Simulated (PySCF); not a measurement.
# HBr+: a composite coupled-cluster curve

Aim: bond length, wavenumber and bond energy of HBr+ near the limit of CCSD(T), built from two basis sets and any small corrections listed.

Computed with PySCF 2.14.0. Level: CCSD(T) on ROHF, scalar-relativistic core potentials.

2 further runs of the same task are left out: 2 set aside as unsound or not needed.

### 1 The job

```
molecule             : HBr+
state                : doublet, unpaired electrons π ↑
smaller basis        : H aug-cc-pVTZ, Br aug-cc-pVTZ-PP with ECP10
larger basis         : H aug-cc-pVQZ, Br aug-cc-pVQZ-PP with ECP10
frozen core orbitals : 9
extrapolation        : correlation as n⁻³ (n = 3, 4), Hartree–Fock as (n+1)·exp(−9√n)
corrections          : core–valence correlation
distances (Å)        : 1.2874, 1.3460, 1.4045, 1.4630, 1.5215, 1.5947, 1.6678
masses (u)           : 1.0078, 78.9183
dissociation limit   : H + Br+
```

Started as:

```bash
OMP_NUM_THREADS=4 python comp.py task.json out
```

### 2 Coupled cluster at each distance

What does the calculation give? Wanted: for each run, Re; ωe; ωexe; αe; De.

**Answer**, as computed:

| level | Re (Å) | ωe (cm⁻¹) | ωexe (cm⁻¹) | αe (cm⁻¹) | De (eV) |
| --- | --- | --- | --- | --- | --- |
| CCSD(T)/aug-cc-pVTZ(-PP) | 1.4518 | 2443.7 | 46.3 | 0.240 | 3.941 |
| CCSD(T)/aug-cc-pVQZ(-PP) | 1.4513 | 2443.2 | 46.0 | 0.240 | 4.010 |
| HF/CBS | 1.4341 | 2585.1 | 42.1 | 0.221 | 2.875 |
| MP2/CBS | 1.4442 | 2498.0 | 44.0 | 0.232 | 3.937 |
| CCSD/CBS | 1.4490 | 2461.7 | 44.8 | 0.237 | 4.009 |
| CCSD(T)/CBS | 1.4518 | 2440.7 | 45.5 | 0.240 | 4.057 |
| CCSD(T)/CBS+CV | 1.4473 | 2446.4 | 45.6 | 0.241 | 4.084 |

**Reading.** The last step gives Re = 1.4473 Å, ωe = 2446.4 cm⁻¹ and De = 4.084 eV; the smaller basis alone is off from it by +4.5 mÅ and -0.14 eV. Near the minimum the mean field binds by 2.87 eV and correlation adds 1.19 eV of binding. T1 is 0.015. Spin–orbit coupling and excitations beyond (T) are left out.
